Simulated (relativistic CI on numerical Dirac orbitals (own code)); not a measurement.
# Kr: one ion under different settings

Aim: see what numerical and physical settings do to the SCF, the total energy and the lowest levels of Kr.

The numbers are computed with relativistic CI on numerical Dirac orbitals (own code) version 3 (Dirac-Coulomb-Breit CI, KLI orbitals optimised for each configuration, model QED (radiative potential, 1s self-energy scaled to tabulated hydrogen-like ionisation energies), numerical settings as typed), except any that are marked as measured or tabulated.

### 1 Starting point

- ion: Kr (Kr I)
- nuclear charge: 36
- electrons: 36
- isotope: A = 84

### 2 A try

Settings, as recorded:

```ini
atom Kr  Z=36  charge=0  electrons=36
nucleus A=84  rms_radius_fm=4.1884
hamiltonian dirac-coulomb  breit=on  qed=on  c_scale=1
orbitals kli  potential=per-configuration
slater_scale 1
correlation none
mixing on
grid step=0.0125 r_max=11.92
scf mixing=0.4 start=green max_iterations=51 tolerance=2e-08 node_fill=0.05
configurations
  [Ar] 3d10 4s2 4p6
end
```

Run with:

```
python run_levels.py task.json out
```

One command runs all members of the session, one after another, from task.json.

Results of the run (chosen fields of its result record, rounded):

```text
status: not_converged
warnings: ["orbital 4p1/2 not found"]
scf_steps of the first configuration [iteration, E_Ha, residual, outer_eigenvalue_Ha]:
  - [1, -2785.274526, 1.19, -0.718]
  - [2, -2788.633784, 0.282, -0.477]
  - [3, -2788.829585, 0.0938, -0.4679]
  - [4, -2788.844931, 0.0192, -0.5147]
  - [5, -2788.843329, 0.0203, -0.4997]
  - [6, -2788.844779, 0.000755, -0.5066]
  - [7, -2788.844832, 9.24e-05, -0.5072]
  - [8, -2788.844835, 3.29e-05, -0.5071]
  - [9, -2788.844834, 2.62e-06, -0.5071]
  - [10, -2788.844834, 6e-07, -0.5071]
  - [11, -2788.844834, 4.58e-09, -0.5071]
```

Wall time 0.052 s (1 thread, shared host).

Diagnosis: the run ended without a result. An orbital is not bound on this grid with the right number of nodes. The input had end of the grid 11.92. The cure is to let the grid reach far enough, with the usual settings.

### 3 A try

Settings, as recorded:

```ini
atom Kr  Z=36  charge=2  electrons=34
nucleus A=84  rms_radius_fm=4.1884
hamiltonian dirac-coulomb  breit=on  qed=on  c_scale=1
orbitals kli  potential=per-configuration
slater_scale 1
correlation none
mixing on
grid step=0.0125 r_max=149
scf mixing=0.4 start=green max_iterations=62 tolerance=2e-08 node_fill=0.05
configurations
  [Ar] 3d10 4s2 4p6
end
```

Result record:

```text
status: refused
warnings: ["configuration [Ar] 3d10 4s2 4p6 has 36 electrons, the ion has 34"]
```

Run time: 0.00051 s. Hardware: 1 thread, shared host.

Cause: the program refused the input. The electrons of a configuration don't add up to Z less the charge. The input had charge 2. The cure is to make charge and configurations agree.

### 4 The mended input

Settings, as recorded:

```ini
atom Kr  Z=36  charge=0  electrons=36
nucleus A=84  rms_radius_fm=4.1884
hamiltonian dirac-coulomb  breit=on  qed=on  c_scale=1
orbitals kli  potential=per-configuration
slater_scale 1
correlation none
mixing on
grid step=0.0125 r_max=149
scf mixing=0.4 start=green max_iterations=150 tolerance=2e-08 node_fill=0.05
configurations
  [Ar] 3d10 4s2 4p6
end
```

Result record:

```text
status: converged
levels [i, E_cm, J2, conf, term, w_term, w_jj]:
  - [0, 0, 0, "4p6", "1S", 1, 1]
total_energy [Ha]: -2786.463785
n_levels_all: 1
overlap: 2.75343e-12
scf_iterations: [11]
orbital_energies [Ha]: {"1s": -519.738, "2s": -68.5685, "2p1/2": -61.9555, "2p3/2": -59.9826, "3s": -9.95687, "3p1/2": -7.61674, "3p3/2": -7.32704, "3d3/2": -3.25014, "3d5/2": -3.20256, "4s": -1.01583, "4p1/2": -0.529557, "4p3/2": -0.507108}
configurations [conf, odd, states, E_av_Ha, breit_Ha, qed_Ha]:
  - ["4p6", 0, 1, -2788.844834, 1.425, 0.9559]
scf_steps of the first configuration [iteration, E_Ha, residual, outer_eigenvalue_Ha]:
  - [1, -2785.274526, 1.19, -0.718]
  - [2, -2788.633784, 0.282, -0.477]
  - [3, -2788.829585, 0.0938, -0.4679]
  - [4, -2788.844931, 0.0192, -0.5147]
  - [5, -2788.843339, 0.0202, -0.4998]
  - [6, -2788.844779, 0.000753, -0.5066]
  - [7, -2788.844832, 8.71e-05, -0.5072]
  - [8, -2788.844835, 3.19e-05, -0.5071]
  - [9, -2788.844834, 2.02e-06, -0.5071]
  - [10, -2788.844834, 9.1e-07, -0.5071]
  - [11, -2788.844834, 4.42e-09, -0.5071]
```

Wall time 0.11 s (1 thread, shared host).

### 5 Grid step 0.04, Breit term off, QED terms off

Settings, as recorded:

```ini
atom Kr  Z=36  charge=0  electrons=36
nucleus A=84  rms_radius_fm=4.1884
hamiltonian dirac-coulomb  breit=off  qed=off  c_scale=1
orbitals kli  potential=per-configuration
slater_scale 1
correlation none
mixing on
grid step=0.04 r_max=149
scf mixing=0.4 start=green max_iterations=150 tolerance=2e-08 node_fill=0.05
configurations
  [Ar] 3d10 4s2 4p6
end
```

Result record:

```text
status: converged
levels [i, E_cm, J2, conf, term, w_term]:
  - [0, 0, 0, "4p6", "1S", 1]
total_energy [Ha]: -2788.8445086
n_levels_all: 1
overlap: 8.00002e-09
scf_iterations: [11]
orbital_energies [Ha]: {"1s": -519.738, "2s": -68.5684, "2p1/2": -61.9555, "2p3/2": -59.9826, "3s": -9.95687, "3p1/2": -7.61674, "3p3/2": -7.32703, "3d3/2": -3.25014, "3d5/2": -3.20256, "4s": -1.01583, "4p1/2": -0.529556, "4p3/2": -0.507107}
configurations [conf, odd, states, E_av_Ha, breit_Ha, qed_Ha]:
  - ["4p6", 0, 1, -2788.844509, 0, 0]
scf_steps of the first configuration [iteration, E_Ha, residual, outer_eigenvalue_Ha]:
  - [1, -2785.274205, 1.19, -0.718]
  - [2, -2788.633458, 0.282, -0.477]
  - [3, -2788.829259, 0.0938, -0.4679]
  - [4, -2788.844605, 0.0192, -0.5147]
  - [5, -2788.843006, 0.0203, -0.4997]
  - [6, -2788.844453, 0.000756, -0.5066]
  - [7, -2788.844506, 9.05e-05, -0.5072]
  - [8, -2788.844509, 3.16e-05, -0.5071]
  - [9, -2788.844508, 2.08e-06, -0.5071]
  - [10, -2788.844509, 9.62e-07, -0.5071]
  - [11, -2788.844509, 4.85e-09, -0.5071]
```

It took 0.024 s on 1 thread, shared host.

### 6 Potential mixing 0.05

Settings, as recorded:

```ini
atom Kr  Z=36  charge=0  electrons=36
nucleus A=84  rms_radius_fm=4.1884
hamiltonian dirac-coulomb  breit=on  qed=on  c_scale=1
orbitals kli  potential=per-configuration
slater_scale 1
correlation none
mixing on
grid step=0.0125 r_max=149
scf mixing=0.05 start=green max_iterations=150 tolerance=2e-08 node_fill=0.05
configurations
  [Ar] 3d10 4s2 4p6
end
```

Result record:

```text
status: converged
levels [i, E_cm, J2, conf, term, w_term]:
  - [0, 0, 0, "4p6", "1S", 1]
total_energy [Ha]: -2786.463785
n_levels_all: 1
overlap: 2.75461e-12
scf_iterations: [15]
orbital_energies [Ha]: {"1s": -519.738, "2s": -68.5685, "2p1/2": -61.9555, "2p3/2": -59.9826, "3s": -9.95687, "3p1/2": -7.61674, "3p3/2": -7.32704, "3d3/2": -3.25014, "3d5/2": -3.20256, "4s": -1.01583, "4p1/2": -0.529557, "4p3/2": -0.507108}
configurations [conf, odd, states, E_av_Ha, breit_Ha, qed_Ha]:
  - ["4p6", 0, 1, -2788.844834, 1.425, 0.9559]
scf_steps of the first configuration [iteration, E_Ha, residual, outer_eigenvalue_Ha]:
  - [1, -2785.274526, 1.19, -0.718]
  - [2, -2785.905093, 1.08, -0.6832]
  - [3, -2788.78992, 0.138, -0.4263]
  - [4, -2788.63986, 0.343, -0.3837]
  - [5, -2788.84251, 0.0507, -0.5277]
  - [6, -2788.842402, 0.0508, -0.5301]
  - [7, -2788.844758, 0.0013, -0.5072]
  - [8, -2788.844847, 0.00111, -0.5069]
  - [9, -2788.84481, 0.000381, -0.5072]
  - [10, -2788.844835, 0.000111, -0.5072]
  - [11, -2788.844835, 1.31e-05, -0.5071]
  - [12, -2788.844834, 1.1e-06, -0.5071]
  - [13, -2788.844834, 7.01e-08, -0.5071]
  - [14, -2788.844834, 2.09e-08, -0.5071]
  - [15, -2788.844834, 1.97e-10, -0.5071]
```

Wall time 0.12 s (1 thread, shared host).

### 7 Nuclear radius 4.6072

Settings, as recorded:

```ini
atom Kr  Z=36  charge=0  electrons=36
nucleus A=84  rms_radius_fm=4.6072
hamiltonian dirac-coulomb  breit=on  qed=on  c_scale=1
orbitals kli  potential=per-configuration
slater_scale 1
correlation none
mixing on
grid step=0.0125 r_max=149
scf mixing=0.4 start=green max_iterations=150 tolerance=2e-08 node_fill=0.05
configurations
  [Ar] 3d10 4s2 4p6
end
```

Result record:

```text
status: converged
levels [i, E_cm, J2, conf, term, w_term]:
  - [0, 0, 0, "4p6", "1S", 1]
total_energy [Ha]: -2786.4590792
n_levels_all: 1
overlap: 2.7532e-12
scf_iterations: [11]
orbital_energies [Ha]: {"1s": -519.736, "2s": -68.5682, "2p1/2": -61.9555, "2p3/2": -59.9826, "3s": -9.95684, "3p1/2": -7.61674, "3p3/2": -7.32704, "3d3/2": -3.25015, "3d5/2": -3.20257, "4s": -1.01583, "4p1/2": -0.529558, "4p3/2": -0.507108}
configurations [conf, odd, states, E_av_Ha, breit_Ha, qed_Ha]:
  - ["4p6", 0, 1, -2788.840084, 1.425, 0.9559]
scf_steps of the first configuration [iteration, E_Ha, residual, outer_eigenvalue_Ha]:
  - [1, -2785.269794, 1.19, -0.718]
  - [2, -2788.629036, 0.282, -0.477]
  - [3, -2788.824835, 0.0938, -0.4679]
  - [4, -2788.840181, 0.0192, -0.5147]
  - [5, -2788.838589, 0.0202, -0.4998]
  - [6, -2788.840029, 0.000753, -0.5066]
  - [7, -2788.840082, 8.71e-05, -0.5072]
  - [8, -2788.840085, 3.19e-05, -0.5071]
  - [9, -2788.840084, 2.02e-06, -0.5071]
  - [10, -2788.840084, 9.1e-07, -0.5071]
  - [11, -2788.840084, 4.42e-09, -0.5071]
```

It took 0.11 s on 1 thread, shared host.

The changed nuclear radius is not that of the isotope named.

### 8 Speed-of-light factor 1.25, iteration limit 20, node fill 0.01

Settings, as recorded:

```ini
atom Kr  Z=36  charge=0  electrons=36
nucleus A=84  rms_radius_fm=4.1884
hamiltonian dirac-coulomb  breit=on  qed=on  c_scale=1.25
orbitals kli  potential=per-configuration
slater_scale 1
correlation none
mixing on
grid step=0.0125 r_max=149
scf mixing=0.4 start=green max_iterations=20 tolerance=2e-08 node_fill=0.01
configurations
  [Ar] 3d10 4s2 4p6
end
```

Result record:

```text
status: converged
levels [i, E_cm, J2, conf, term, w_term]:
  - [0, 0, 0, "4p6", "1S", 1]
total_energy [Ha]: -2773.5209309
n_levels_all: 1
overlap: 2.75429e-12
scf_iterations: [11]
orbital_energies [Ha]: {"1s": -516.53, "2s": -67.869, "2p1/2": -61.3661, "2p3/2": -60.1207, "3s": -9.85491, "3p1/2": -7.5455, "3p3/2": -7.36296, "3d3/2": -3.29416, "3d5/2": -3.2635, "4s": -1.01006, "4p1/2": -0.528962, "4p3/2": -0.514692}
configurations [conf, odd, states, E_av_Ha, breit_Ha, qed_Ha]:
  - ["4p6", 0, 1, -2775.300259, 0.9065, 0.8729]
scf_steps of the first configuration [iteration, E_Ha, residual, outer_eigenvalue_Ha]:
  - [1, -2771.99661, 1.14, -0.7122]
  - [2, -2775.092811, 0.261, -0.4832]
  - [3, -2775.286275, 0.0862, -0.4756]
  - [4, -2775.29953, 0.0169, -0.5214]
  - [5, -2775.299856, 0.0191, -0.5075]
  - [6, -2775.300243, 0.000624, -0.5143]
  - [7, -2775.300258, 7.69e-05, -0.5148]
  - [8, -2775.300258, 2.68e-05, -0.5147]
  - [9, -2775.300259, 2.13e-06, -0.5147]
  - [10, -2775.300259, 5.4e-07, -0.5147]
  - [11, -2775.300259, 4.03e-09, -0.5147]
```

It took 0.11 s on 1 thread, shared host.

A changed speed of light describes a fictitious ion. The QED potentials keep the true α.

### 9 The runs side by side

| setting | total energy less usual (Ha) | largest shift of a level among the lowest eight of both runs, same label and place (cm⁻¹) | SCF iterations | time | lowest level | kind of change |
| --- | --- | --- | --- | --- | --- | --- |
| usual | 0 | 0 | 11 | 0.11 s | 4p6 1S0 | - |
| grid step 0.04, Breit term off, QED terms off | -2.38 | - | 11 | 0.024 s | 4p6 1S0 | model term |
| potential mixing 0.05 | 0 | - | 15 | 0.12 s | 4p6 1S0 | numerical |
| nuclear radius 4.6072 | 0.00471 | - | 11 | 0.11 s | 4p6 1S0 | unphysical constant |
| speed-of-light factor 1.25, iteration limit 20, node fill 0.01 | 12.9 | - | 11 | 0.11 s | 4p6 1S0 | unphysical constant |

### 10 Summary of results

| quantity | value |
| --- | --- |
| lowest level, usual settings | 4p6 1S0 |
| total energy | -2786.4638 Ha |
| runs without a result | 2 |

In words: No visible change in the result comes from «potential mixing 0.05». Only the listed configurations are in the model. Near neutrality, missing correlation can shift configurations against each other by thousands of cm⁻¹.
